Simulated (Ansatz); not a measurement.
# VSi2: further runs on the relaxed cell

Aim: for VSi2, measure the bulk modulus from energies at several volumes.

Method: DFT PBEsol, scalar-relativistic, plane waves, PAW, in Ansatz 0.2.0.

## 1. The starting structure

It takes space group P6_422 (No. 181, hexagonal). The conventional cell has a = 4.522 Å, b = 4.522 Å, c = 6.323 Å, α = 90.00°, β = 90.00°, γ = 120.00°. V (site symmetry 222) is surrounded by 10 Si at 2.49 to 2.64 Å. Si (site symmetry 2) is surrounded by 5 Si at 2.47 to 2.64 Å and 5 V at 2.49 to 2.64 Å.

As a file:

```cif
data_structure
_symmetry_space_group_name_H-M 'P 1'
_symmetry_Int_Tables_number 1
_cell_length_a 4.5217
_cell_length_b 4.5217
_cell_length_c 6.3229
_cell_angle_alpha 90.000
_cell_angle_beta 90.000
_cell_angle_gamma 120.000
_cell_volume 111.96
loop_
_atom_site_label
_atom_site_type_symbol
_atom_site_fract_x
_atom_site_fract_y
_atom_site_fract_z
_atom_site_occupancy
V1 V 0.50000 0.00000 0.00000 1
V2 V 0.50000 0.50000 0.66667 1
V3 V 0.00000 0.50000 0.33333 1
Si1 Si 0.16325 0.32650 0.00000 1
Si2 Si 0.83675 0.16325 0.66667 1
Si3 Si 0.67350 0.83675 0.33333 1
Si4 Si 0.83675 0.67350 0.00000 1
Si5 Si 0.16325 0.83675 0.66667 1
Si6 Si 0.32650 0.16325 0.33333 1
```

It is the result of an earlier relaxation at this level (volume 12.44 Å³/atom; gap on the mesh: none (metal)).

## 2. Point at V/V0 = 0.97

The input, input.yaml:

```yaml
crystal:
  lattice:
    - [4.4760682021, 0.0, 0.0]
    - [-2.2380341011, 3.8763887721, 0.0]
    - [0.0, 0.0, 6.2590181296]
  atoms:
    - { symbol: V, position: [0.5, 0.0, 0.0] }
    - { symbol: V, position: [0.5, 0.5, 0.6666666667] }
    - { symbol: V, position: [0.0, 0.5, 0.3333333333] }
    - { symbol: Si, position: [0.1632516007, 0.3265032015, 0.0] }
    - { symbol: Si, position: [0.8367483993, 0.1632516007, 0.6666666667] }
    - { symbol: Si, position: [0.6734967985, 0.8367483993, 0.3333333333] }
    - { symbol: Si, position: [0.8367483993, 0.6734967985, 0.0] }
    - { symbol: Si, position: [0.1632516007, 0.8367483993, 0.6666666667] }
    - { symbol: Si, position: [0.3265032015, 0.1632516007, 0.3333333333] }
basis:
  ecutwfc: 420
kpoints:
  mp_grid: { grid: [12, 12, 6] }
hamiltonian:
  xc: pbesol
scf:
  occupations: { method: gaussian, width: 0.1 }
output:
  forces: true
  stress: true
  eigenvalues: true
relax:
  adjacent_minimum: "off"
  f_tol: 0.01
  max_steps: 30
  cell: { stress_tol: 0.1, fix: [volume] }
```

Launch:

```
> ansatz run input.yaml --threads 2 --pin off --max-ram 5120MiB --backend cpu --events-out ev --progress --plain --runs-dir out
```

## 3. Volume × 1.03

Changes to input.yaml since step 2:

```diff
@@ -2,5 +2,5 @@
   lattice:
-    - [4.4760682021, 0.0, 0.0]
-    - [-2.2380341011, 3.8763887721, 0.0]
-    - [0.0, 0.0, 6.2590181296]
+    - [4.5665181917, 0.0, 0.0]
+    - [-2.2832590958, 3.9547207608, 0.0]
+    - [0.0, 0.0, 6.3854970166]
   atoms:
```

## 4. Point at V/V0 = 0.94

The input, input.yaml:

```yaml
crystal:
  lattice:
    - [4.4260395801, 0.0, 0.0]
    - [-2.2130197901, 3.8330627145, 0.0]
    - [0.0, 0.0, 6.2033335385]
  atoms:
    - { symbol: V, position: [0.5, 0.0, 0.0] }
    - { symbol: V, position: [0.5, 0.5, 0.6666666667] }
    - { symbol: V, position: [0.0, 0.5, 0.3333333333] }
    - { symbol: Si, position: [0.1633977317, 0.3267954635, 0.0] }
    - { symbol: Si, position: [0.8366022683, 0.1633977317, 0.6666666667] }
    - { symbol: Si, position: [0.6732045365, 0.8366022683, 0.3333333333] }
    - { symbol: Si, position: [0.8366022683, 0.6732045365, 0.0] }
    - { symbol: Si, position: [0.1633977317, 0.8366022683, 0.6666666667] }
    - { symbol: Si, position: [0.3267954635, 0.1633977317, 0.3333333333] }
basis:
  ecutwfc: 420
kpoints:
  mp_grid: { grid: [12, 12, 6] }
hamiltonian:
  xc: pbesol
scf:
  occupations: { method: gaussian, width: 0.1 }
output:
  forces: true
  stress: true
  eigenvalues: true
relax:
  adjacent_minimum: "off"
  f_tol: 0.01
  max_steps: 30
  cell: { stress_tol: 0.1, fix: [volume] }
```

## 5. The cell scaled to 1.06 of its volume

The input, input.yaml:

```yaml
crystal:
  lattice:
    - [4.6145763707, 0.0, 0.0]
    - [-2.3072881853, 3.9963403647, 0.0]
    - [0.0, 0.0, 6.4353186358]
  atoms:
    - { symbol: V, position: [0.5, 0.0, 0.0] }
    - { symbol: V, position: [0.5, 0.5, 0.6666666667] }
    - { symbol: V, position: [0.0, 0.5, 0.3333333333] }
    - { symbol: Si, position: [0.1630447966, 0.3260895932, 0.0] }
    - { symbol: Si, position: [0.8369552034, 0.1630447966, 0.6666666667] }
    - { symbol: Si, position: [0.6739104068, 0.8369552034, 0.3333333333] }
    - { symbol: Si, position: [0.8369552034, 0.6739104068, 0.0] }
    - { symbol: Si, position: [0.1630447966, 0.8369552034, 0.6666666667] }
    - { symbol: Si, position: [0.3260895932, 0.1630447966, 0.3333333333] }
basis:
  ecutwfc: 420
kpoints:
  mp_grid: { grid: [12, 12, 6] }
hamiltonian:
  xc: pbesol
scf:
  occupations: { method: gaussian, width: 0.1 }
output:
  forces: true
  stress: true
  eigenvalues: true
relax:
  adjacent_minimum: "off"
  f_tol: 0.01
  max_steps: 30
  cell: { stress_tol: 0.1, fix: [volume] }
```

## 6. Point at V/V0 = 0.91

The input, input.yaml:

```yaml
crystal:
  lattice:
    - [4.3751612535, 0.0, 0.0]
    - [-2.1875806268, 3.7890007912, 0.0]
    - [0.0, 0.0, 6.1458383002]
  atoms:
    - { symbol: V, position: [0.5, 0.0, 0.0] }
    - { symbol: V, position: [0.5, 0.5, 0.6666666667] }
    - { symbol: V, position: [0.0, 0.5, 0.3333333333] }
    - { symbol: Si, position: [0.1635804611, 0.3271609221, 0.0] }
    - { symbol: Si, position: [0.8364195389, 0.1635804611, 0.6666666667] }
    - { symbol: Si, position: [0.6728390779, 0.8364195389, 0.3333333333] }
    - { symbol: Si, position: [0.8364195389, 0.6728390779, 0.0] }
    - { symbol: Si, position: [0.1635804611, 0.8364195389, 0.6666666667] }
    - { symbol: Si, position: [0.3271609221, 0.1635804611, 0.3333333333] }
basis:
  ecutwfc: 420
kpoints:
  mp_grid: { grid: [12, 12, 6] }
hamiltonian:
  xc: pbesol
scf:
  occupations: { method: gaussian, width: 0.1 }
output:
  forces: true
  stress: true
  eigenvalues: true
relax:
  adjacent_minimum: "off"
  f_tol: 0.01
  max_steps: 30
  cell: { stress_tol: 0.1, fix: [volume] }
```

## 7. Point at V/V0 = 1.10

The input, input.yaml:

```yaml
crystal:
  lattice:
    - [4.676204965, 0.0, 0.0]
    - [-2.3381024825, 4.049712293, 0.0]
    - [0.0, 0.0, 6.5032952821]
  atoms:
    - { symbol: V, position: [0.5, 0.0, 0.0] }
    - { symbol: V, position: [0.5, 0.5, 0.6666666667] }
    - { symbol: V, position: [0.0, 0.5, 0.3333333333] }
    - { symbol: Si, position: [0.1628733626, 0.3257467252, 0.0] }
    - { symbol: Si, position: [0.8371266374, 0.1628733626, 0.6666666667] }
    - { symbol: Si, position: [0.6742532748, 0.8371266374, 0.3333333333] }
    - { symbol: Si, position: [0.8371266374, 0.6742532748, 0.0] }
    - { symbol: Si, position: [0.1628733626, 0.8371266374, 0.6666666667] }
    - { symbol: Si, position: [0.3257467252, 0.1628733626, 0.3333333333] }
basis:
  ecutwfc: 420
kpoints:
  mp_grid: { grid: [12, 12, 6] }
hamiltonian:
  xc: pbesol
scf:
  occupations: { method: gaussian, width: 0.1 }
output:
  forces: true
  stress: true
  eigenvalues: true
relax:
  adjacent_minimum: "off"
  f_tol: 0.01
  max_steps: 30
  cell: { stress_tol: 0.1, fix: [volume] }
```

## 8. Volume × 0.88

The input, input.yaml:

```yaml
crystal:
  lattice:
    - [4.3235389692, 0.0, 0.0]
    - [-2.1617694846, 3.7442945816, 0.0]
    - [0.0, 0.0, 6.08599768]
  atoms:
    - { symbol: V, position: [0.5, 0.0, 0.0] }
    - { symbol: V, position: [0.5, 0.5, 0.6666666667] }
    - { symbol: V, position: [0.0, 0.5, 0.3333333333] }
    - { symbol: Si, position: [0.163765152, 0.327530304, 0.0] }
    - { symbol: Si, position: [0.836234848, 0.163765152, 0.6666666667] }
    - { symbol: Si, position: [0.672469696, 0.836234848, 0.3333333333] }
    - { symbol: Si, position: [0.836234848, 0.672469696, 0.0] }
    - { symbol: Si, position: [0.163765152, 0.836234848, 0.6666666667] }
    - { symbol: Si, position: [0.327530304, 0.163765152, 0.3333333333] }
basis:
  ecutwfc: 420
kpoints:
  mp_grid: { grid: [12, 12, 6] }
hamiltonian:
  xc: pbesol
scf:
  occupations: { method: gaussian, width: 0.1 }
output:
  forces: true
  stress: true
  eigenvalues: true
relax:
  adjacent_minimum: "off"
  f_tol: 0.01
  max_steps: 30
  cell: { stress_tol: 0.1, fix: [volume] }
```

(Steps that only read results are left out.)

**Question.** What will these runs give? Wanted: equilibrium volume of the fit; bulk modulus.

**Answer**, as computed:

```
                     quantity          value
equilibrium volume of the fit  12.44 Å³/atom
                 bulk modulus        186 GPa
      its pressure derivative            4.3
```

**Reading.** The fit puts the minimum at 12.44 Å³/atom with B = 186 GPa and B' = 4.3.
